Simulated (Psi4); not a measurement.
**One shape, several levels: SiHCl3 (trichlorosilane)**

We compute a comparison of 5 runs (HF/STO-3G, HF/3-21G, HSE06/def2-SVPD, TPSSh/def2-SVPD, wB97X-V/def2-SVPD) of SiHCl3 (trichlorosilane). 

Program for the calculation: Psi4 1.11.

5 further runs of the same task are left out: 4 that didn't finish, 1 set aside as unsound or not needed. Runs told in other sessions of the task aren't counted.

## (1) Starting point

The species is SiHCl3 (5 atoms), meant as a singlet with charge 0. As SMILES, `Cl[SiH](Cl)Cl`. The Si2–Cl3 distance was set to 3.653 Å, away from the relaxed value. At this shape a bond of the SMILES string is far longer than usual.

Bond lengths: Cl1–Si2 2.030 Å, Si2–Cl4 2.030 Å, Si2–H5 1.469 Å. Angles: Cl1–Si2–Cl4 109.5°, Cl1–Si2–H5 109.5°, Cl4–Si2–H5 109.4°. A long bond or contact: Si2–Cl3 3.653 Å.

## (2) The energy at HF/STO-3G (run 1)

run.py reads:

```python
import psi4

psi4.set_memory('2200 MB')
psi4.set_num_threads(1)
psi4.core.set_output_file('psi4.out', False)

geom = psi4.geometry("""
Cl
Si 1 2.029671
Cl 2 3.6533 1 109.49501
Cl 2 2.029674 1 109.49703 3 120.05947
H 2 1.469038 1 109.45023 4 119.97676
units angstrom
symmetry c1
""")

psi4.set_options({
    'puream': True,
    'e_convergence': 1e-09,
    'd_convergence': 1e-08,
    'scf_type': 'pk',
})

energy_value, wavefunction = psi4.energy('hf/STO-3G', molecule=geom, return_wfn=True)
psi4.oeprop(wavefunction, 'QUADRUPOLE', 'MULLIKEN_CHARGES', 'DIPOLE')
print('E =', round(energy_value, 9))
for k, v in sorted(psi4.core.scalar_variables().items()):
    print(f'{k:45s} {v:18.10f}')
```

On the command line:

```console
python run.py
```

psi4.out:

```text
[...]
  Running in c1 symmetry.
[...]
  Nuclear repulsion =  282.676155888843880
[...]
  Multiplicity = 1
[...]
  Nalpha       = 33
  Nbeta        = 33
[...]
    Number of basis functions: 37
[...]
   @RHF iter   1: -1649.63237333177153   -1.23353e+00   9.61081e-03 DIIS/ADIIS
[...]
   @RHF iter  13: -1649.84430306038485   -1.43245e-11   7.56409e-09 DIIS
[...]
  @RHF Final Energy: -1649.84430306038485
   => Energetics <=
    Nuclear Repulsion Energy =            282.6761558888438799
    One-Electron Energy =               -2850.8917725197261461
    Two-Electron Energy =                 918.3713135704977049
    Total Energy =                      -1649.8443030603846182
[...]
 Multipole Moments:
 ------------------------------------------------------------------------------------
     Multipole            Electronic (a.u.)      Nuclear  (a.u.)        Total (a.u.)
 ------------------------------------------------------------------------------------
 L = 1.  Multiply by 2.5417464519 to convert [e a0] to [Debye]
 Dipole X            :          1.2472212           -1.8842051           -0.6369839
 Dipole Y            :          0.5015672            1.7731499            2.2747171
 Dipole Z            :         -0.9405197            0.5248664           -0.4156533
 Magnitude           :                                                    2.3985108
 L = 2.  Multiply by 1.3450342976 to convert [e a0^2] to [Debye ang]
 Quadrupole XX       :       -167.6794877          132.3694236          -35.3100641
 Quadrupole XY       :       -157.8866993          153.9366983           -3.9500010
[...]
  Mulliken Charges: (a.u.)
   Center  Symbol    Alpha    Beta     Spin     Total
       1    CL     8.62836  8.62836  0.00000 -0.25671
       2    SI     6.50643  6.50643  0.00000  0.98715
       3    CL     8.71616  8.71616  0.00000 -0.43232
       4    CL     8.62836  8.62836  0.00000 -0.25671
       5     H     0.52070  0.52070  0.00000 -0.04140
   Total alpha = 33.00000, Total beta = 33.00000, Total charge =  0.00000
```

On the terminal:

```text
E = -1649.84430306
CURRENT ENERGY                                  -1649.8443030604
CURRENT REFERENCE ENERGY                        -1649.8443030604
DD SOLVATION ENERGY                                 0.0000000000
HF KINETIC ENERGY                                1622.1591311952
HF POTENTIAL ENERGY                             -3272.0034342556
HF TOTAL ENERGY                                 -1649.8443030604
HF VIRIAL RATIO                                     2.0170668656
NUCLEAR REPULSION ENERGY                          282.6761558888
ONE-ELECTRON ENERGY                             -2850.8917725197
PCM POLARIZATION ENERGY                             0.0000000000
PE ENERGY                                           0.0000000000
SCF ITERATION ENERGY                            -1649.8443030604
SCF ITERATIONS                                     13.0000000000
SCF TOTAL ENERGY                                -1649.8443030604
TWO-ELECTRON ENERGY                               918.3713135705
```

Run time: 1 s. Hardware: 1 thread of AMD EPYC 9R45 (Zen 5), shared host; peak memory 0.18 GiB.

## (3) Energy and forces at HF/3-21G (run 2)

cl3hsi.xyz reads:

```xyz
5
Cl3HSi
Cl     1.611732    -2.128501     1.345252
Si    -0.160498    -1.569761     0.528812
Cl     0.017700     1.933700    -0.491290
Cl    -0.555218    -2.727591    -1.090818
H     -1.230508    -1.736131     1.521522
```

cl3hsi.py reads:

```python
import psi4

psi4.set_memory(2200000000)
psi4.set_num_threads(1)
psi4.core.set_output_file('cl3hsi.out', False)

with open('cl3hsi.xyz') as f:
    atoms = ''.join(f.readlines()[2:])
m = psi4.geometry('0 1\n' + atoms + 'symmetry c1\nno_reorient\nno_com')

options = {'basis': '3-21G', 'reference': 'rhf', 'puream': True, 'e_convergence': 1e-09, 'd_convergence': 1e-08, 'scf_type': 'pk'}
psi4.set_options(options)

result, w = psi4.gradient('hf', return_wfn=True)
psi4.oeprop(w, 'DIPOLE', 'MAYER_INDICES', 'QUADRUPOLE', title='HF')
print('gradient / Eh bohr^-1')
print(result.np.round(6))
print(f'energy = {w.energy():.10f} Eh')
```

On the command line:

```console
python cl3hsi.py
```

cl3hsi.out:

```text
[...]
  Running in c1 symmetry.
[...]
  Nuclear repulsion =  282.676169915692697
[...]
  Multiplicity = 1
[...]
  Nalpha       = 33
  Nbeta        = 33
[...]
    Number of basis functions: 54
[...]
   @RHF iter   1: -1659.68890958910970   -2.96830e-01   6.86101e-03 DIIS/ADIIS
[...]
   @RHF iter  13: -1659.82923310854721   -6.82121e-12   4.62355e-09 DIIS
[...]
  @RHF Final Energy: -1659.82923310854721
   => Energetics <=
    Nuclear Repulsion Energy =            282.6761699156926966
    One-Electron Energy =               -2859.1233800768213769
    Two-Electron Energy =                 916.6179770525814092
    Total Energy =                      -1659.8292331085472142
[...]
  -Total Gradient:
     Atom            X                  Y                   Z
    ------   -----------------  -----------------  -----------------
       1       -0.035114641719     0.000126897128    -0.014731837804
       2        0.022857385843    -0.041621995242    -0.010094584982
       3        0.002359661214     0.042581002432    -0.012570752626
       4        0.009017971559     0.012327526942     0.034881276802
       5        0.000879623090    -0.013413431270     0.002515898620
[...]
 Multipole Moments:
 ------------------------------------------------------------------------------------
     Multipole            Electronic (a.u.)      Nuclear  (a.u.)        Total (a.u.)
 ------------------------------------------------------------------------------------
 L = 1.  Multiply by 2.5417464519 to convert [e a0] to [Debye]
 Dipole X            :        -28.5632181           27.9380096           -0.6252085
 Dipole Y            :        136.1301741         -138.6935180           -2.5633439
 Dipole Z            :         -8.0699752            9.2565173            1.1865420
 Magnitude           :                                                    2.8930087
 L = 2.  Multiply by 1.3450342976 to convert [e a0^2] to [Debye ang]
 Quadrupole XX       :       -223.7673253          183.1285273          -40.6387980
 Quadrupole XY       :         95.9752073          -94.0241085            1.9510987
[...]
```

On the terminal:

```text
gradient / Eh bohr^-1
[[-0.035115  0.000127 -0.014732]
 [ 0.022857 -0.041622 -0.010095]
 [ 0.00236   0.042581 -0.012571]
 [ 0.009018  0.012328  0.034881]
 [ 0.00088  -0.013413  0.002516]]
energy = -1659.8292331085 Eh
```

Wall time 1.3 s (1 thread of AMD EPYC 9R45 (Zen 5), shared host); peak memory 0.19 GiB.

Run 3 isn't shown in full; the table further down has it.

## (4) A single-point energy at TPSSh/def2-SVPD (run 4)

cl3hsi.dat reads:

```
memory 2200 MB

molecule molecule1 {
  Cl     1.611732    -2.128501     1.345252
  Si    -0.160498    -1.569761     0.528812
  Cl     0.017700     1.933700    -0.491290
  Cl    -0.555218    -2.727591    -1.090818
  H     -1.230508    -1.736131     1.521522
  symmetry c1
}

set globals {
  basis def2-SVPD
  puream true
  e_convergence 1e-09
  d_convergence 1e-08
  scf_type pk
  dft_radial_points 99
  dft_spherical_points 590
}

result, w = energy("tpssh", return_wfn=True)
```

On the command line:

```console
psi4 cl3hsi.dat cl3hsi.out -n 1
```

cl3hsi.out:

```text
[...]
  Running in c1 symmetry.
[...]
  Nuclear repulsion =  282.676169915692697
[...]
  Multiplicity = 1
[...]
  Nalpha       = 33
  Nbeta        = 33
[...]
    Number of basis functions: 113
[...]
   @RKS iter   1: -1670.09638027798837   -5.84993e-02   3.92602e-03 ADIIS/DIIS
[...]
   @RKS iter  14: -1670.26172919553710   -4.32010e-12   6.75288e-09 DIIS
[...]
    Orbital Energies [Eh]
    ---------------------
    Doubly Occupied:
       1A   -101.435126     2A   -101.435108     3A   -101.314395
       4A    -66.157356     5A     -9.459092     6A     -9.459090
       7A     -9.334582     8A     -7.212533     9A     -7.212529
      10A     -7.206079    11A     -7.206078    12A     -7.205101
      13A     -7.205087    14A     -7.090129    15A     -7.080636
      16A     -7.080630    17A     -5.384961    18A     -3.738543
      19A     -3.737511    20A     -3.733725    21A     -0.893454
      22A     -0.868101    23A     -0.711394    24A     -0.579635
      25A     -0.465664    26A     -0.462157    27A     -0.414406
      28A     -0.384288    29A     -0.383978    30A     -0.372145
      31A     -0.276109    32A     -0.253386    33A     -0.253315
[...]
  @RKS Final Energy: -1670.26172919553710
   => Energetics <=
    Nuclear Repulsion Energy =            282.6761699156926966
    One-Electron Energy =               -2868.7862255064155761
    Two-Electron Energy =                1011.4859847322674113
    DFT Exchange-Correlation Energy =     -95.6376583370815894
    Empirical Dispersion Energy =           0.0000000000000000
    VV10 Nonlocal Energy =                  0.0000000000000000
    Total Energy =                      -1670.2617291955371002
[...]
 Multipole Moments:
 ------------------------------------------------------------------------------------
     Multipole            Electronic (a.u.)      Nuclear  (a.u.)        Total (a.u.)
 ------------------------------------------------------------------------------------
 L = 1.  Multiply by 2.5417464519 to convert [e a0] to [Debye]
 Dipole X            :          1.4775778           -1.7155545           -0.2379766
 Dipole Y            :         -1.5216161           -0.9599983           -2.4816144
 Dipole Z            :         -0.9401279            1.7621156            0.8219877
 Magnitude           :                                                    2.6250155
[...]
```

Wall time 28 s (1 thread of AMD EPYC 9R45 (Zen 5), shared host); peak memory 0.81 GiB.

## (5) A single-point energy at wB97X-V/def2-SVPD (run 5)

run.py reads:

```python
import psi4

psi4.set_memory('2200 MB')
psi4.set_num_threads(1)
psi4.core.set_output_file('psi4.out', False)

mol = psi4.geometry("""
0 1
Cl     1.611732    -2.128501     1.345252
Si    -0.160498    -1.569761     0.528812
Cl     0.017700     1.933700    -0.491290
Cl    -0.555218    -2.727591    -1.090818
H     -1.230508    -1.736131     1.521522
symmetry c1
""")

psi4.set_options({
    'puream': True,
    'e_convergence': 1e-09,
    'd_convergence': 1e-08,
    'scf_type': 'pk',
    'dft_radial_points': 99,
    'dft_spherical_points': 590,
})

e_tot, wfn = psi4.energy('wb97x-v/def2-SVPD', return_wfn=True)
print('E =', round(e_tot, 9))
```

On the command line:

```console
python run.py
```

psi4.out:

```text
[...]
  Running in c1 symmetry.
[...]
  Nuclear repulsion =  282.676169915692697
[...]
  Multiplicity = 1
[...]
  Nalpha       = 33
  Nbeta        = 33
[...]
    Number of basis functions: 113
[...]
   @RKS iter   1: -1669.77679731558374   -2.82763e-01   3.75233e-03 DIIS/ADIIS
[...]
   @RKS iter  14: -1669.92774003610498   -8.23093e-11   5.72789e-09 DIIS
[...]
    Orbital Energies [Eh]
    ---------------------
    Doubly Occupied:
       1A   -101.583852     2A   -101.583834     3A   -101.435873
       4A    -66.335866     5A     -9.645722     6A     -9.645718
       7A     -9.494324     8A     -7.405942     9A     -7.405939
      10A     -7.399162    11A     -7.399161    12A     -7.398268
      13A     -7.398254    14A     -7.255621    15A     -7.247344
      16A     -7.247336    17A     -5.581588    18A     -3.938049
      19A     -3.935803    20A     -3.932425    21A     -1.054463
      22A     -1.025220    23A     -0.841837    24A     -0.722153
      25A     -0.592562    26A     -0.590047    27A     -0.542740
      28A     -0.507341    29A     -0.507030    30A     -0.494580
      31A     -0.357641    32A     -0.356935    33A     -0.356906
[...]
  @RKS Final Energy: -1669.92774003610498
   => Energetics <=
    Nuclear Repulsion Energy =            282.6761699156926966
    One-Electron Energy =               -2868.3380648950142131
    Two-Electron Energy =                 995.3255372070069598
    DFT Exchange-Correlation Energy =     -79.8658721620467276
    Empirical Dispersion Energy =           0.0000000000000000
    VV10 Nonlocal Energy =                  0.2744898982562665
    Total Energy =                      -1669.9277400361049786
[...]
 Multipole Moments:
 ------------------------------------------------------------------------------------
     Multipole            Electronic (a.u.)      Nuclear  (a.u.)        Total (a.u.)
 ------------------------------------------------------------------------------------
 L = 1.  Multiply by 2.5417464519 to convert [e a0] to [Debye]
 Dipole X            :          1.4528075           -1.7155545           -0.2627470
 Dipole Y            :         -1.9897474           -0.9599983           -2.9497457
 Dipole Z            :         -0.8029683            1.7621156            0.9591473
 Magnitude           :                                                    3.1128763
[...]
```

On the terminal:

```text
E = -1669.927740036
```

Run time: 44 s. Hardware: 1 thread of AMD EPYC 9R45 (Zen 5), shared host; peak memory 0.92 GiB.

## (6) All runs side by side

```tsv
run	level	task	integration grid	energy (Eh)	dipole moment (D)	HOMO energy (eV)	LUMO energy (eV)	wall time
1	HF/STO-3G	energy	–	-1649.844303	6.10	-6.69	-1.10	1 s
2	HF/3-21G	gradient	–	-1659.829233	7.35	-9.79	-3.19	1.3 s
3	HSE06/def2-SVPD	energy	99 radial × 590 angular	-1669.688728	6.93	-7.14	-5.70	21 s
4	TPSSh/def2-SVPD	energy	99 radial × 590 angular	-1670.261729	6.67	-6.89	-5.66	28 s
5	wB97X-V/def2-SVPD	energy	99 radial × 590 angular	-1669.927740	7.91	-9.71	-3.58	44 s
```

## (7) Outcome

```
            quantity           value
 run 5: total energy  -1669.92774 Eh
run 5: dipole moment          7.91 D
  run 5: HOMO energy        -9.71 eV
  run 5: LUMO energy        -3.58 eV
run 5: HOMO–LUMO gap         6.13 eV
```

**Reading.** The dipole moment (its size) runs from 6.10 D (HF/STO-3G) to 7.91 D (wB97X-V/def2-SVPD). The two ends differ in method and basis. The HOMO–LUMO gap runs from 1.23 eV (TPSSh/def2-SVPD) to 6.60 eV (HF/3-21G). Totals of different functionals can't be ranked against each other. In run 1 the basis is minimal, so the values are rough. In all runs a closed-shell determinant meets a far-stretched bond; if it breaks into open shells, such a determinant describes it badly, and no broken-symmetry solution was shown. All runs together took 95 s, the longest 44 s.
